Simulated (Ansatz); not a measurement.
## AlSn in Ansatz: the effect of functional

AlSn:

```xyz
2
Lattice="4.2259 0.0000 0.0000 -2.1130 3.6597 0.0000 0.0000 0.0000 3.3287" Properties=species:S:1:pos:R:3 pbc="T T T"
Sn    0.0000    2.4398    1.6644
Al    0.0000    0.0000    0.0000
```

The cell comes from a database or a generator and needn't be the stable form of this composition.

The cell isn't the ideal one: volume scaled by 1.02.

Alike in all runs:

* Program: Ansatz 0.2.0
* Task: single point
* Potentials or basis: Ansatz PAW
* k mesh: 7 × 7 × 8
* Occupations: fermi-dirac, width 0.05 eV
* Spin: no spin polarisation

```tsv
functional	cutoff	pressure (GPa)
LDA	420 eV (not typed: the program's choice for these potentials)	?
r2SCAN	500 eV (not typed: the program's choice for these potentials)	-2.1
PBE	420 eV (not typed: the program's choice for these potentials)	-0.7
```

Question: What does the run with functional LDA give?

Answer: Pressure -3.9 GPa.

Caveats: the PAW data sets come from PBE, with cores solved anew for the run's functional, which leaves a small shift of forces and pressure (some runs).
